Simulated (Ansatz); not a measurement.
**CH₃Cl₂Y: how energies converge with the basis set**

An exercise on one series of results from a longer session: the logs are not shown, and one member is left open.

Method: one geometry, several basis sets; program: Ansatz 0.2.0, Gaussian basis.

The runs, in order: PBE0-D4/def2-SVP; ωB97M-V/def2-SVP; PBE0-D4/def2-QZVPP; ωB97M-V/def2-QZVPP; the functionals' def2-TZVPP values are taken from earlier runs.

**Structure used throughout**

The geometry comes from an earlier relaxation with PBE0-D4 in a triple-zeta def2 set; it is a stationary point, not always the lowest conformer. Y takes the def2 core potential; no spin-orbit term is included.

SMILES `[CH3][Y]([Cl])[Cl]`, 7 atoms, charge 0, spin multiplicity 1.

Atoms are counted from 1 here; the program's logs count them from 0.

Bond lengths: C1–Y2 2.313 Å, C1–H5 1.098 Å, C1–H6 1.097 Å, C1–H7 1.100 Å, Y2–Cl3 2.454 Å, Y2–Cl4 2.454 Å. Angles: Y2–C1–H5 112.8°, Y2–C1–H6 113.4°, Y2–C1–H7 111.0°, H5–C1–H6 107.3°, H5–C1–H7 105.7°, H6–C1–H7 106.3°, C1–Y2–Cl3 115.7°, C1–Y2–Cl4 115.3°, Cl3–Y2–Cl4 127.8°.

Set-up of the first run:

Contents of in.yaml:

```yaml
crystal:
  periodic: [false, false, false]
  atoms:
    - {symbol: C, position_ang: [-0.130215, 1.108052, -0.031262]}
    - {symbol: Y, position_ang: [0.107466, -1.183540, 0.175867]}
    - {symbol: Cl, position_ang: [2.375883, -1.977309, 0.673394]}
    - {symbol: Cl, position_ang: [-1.822317, -2.507814, -0.562004]}
    - {symbol: H, position_ang: [-1.093501, 1.471694, 0.351115]}
    - {symbol: H, position_ang: [0.657831, 1.675103, 0.479949]}
    - {symbol: H, position_ang: [-0.095136, 1.413815, -1.087059]}
basis:
  gaussian: {orbitals: def2-SVP}
hamiltonian: {xc: pbe0, dispersion: d4}
output: {orbitals: {seedname: orbitals}}
```

Among the steps run: PBE0-D4 in def2-SVP; ωB97M-V in def2-SVP; PBE0-D4 in def2-QZVPP; ωB97M-V in def2-QZVPP.

One of the session's tables, all rows but one given; the rest of the session is left out.

It belongs to the step «Density functionals: the series». 

| functional | basis | HOMO (eV) | LUMO (eV) |
| --- | --- | --- | --- |
| PBE0-D4 | def2-SVP | ? | ? |
| PBE0-D4 | def2-TZVPP | -7.35 | -2.49 |
| PBE0-D4 | def2-QZVPP | -7.37 | -2.48 |
| ωB97M-V | def2-SVP | -9.53 | -1.03 |
| ωB97M-V | def2-TZVPP | -9.61 | -1.07 |
| ωB97M-V | def2-QZVPP | -9.62 | -1.09 |

Q: Estimate the row for PBE0-D4, def2-SVP from the others.

**Answer.** HOMO (eV): -7.30; LUMO (eV): -2.49. In the column «HOMO (eV)» it is the highest.
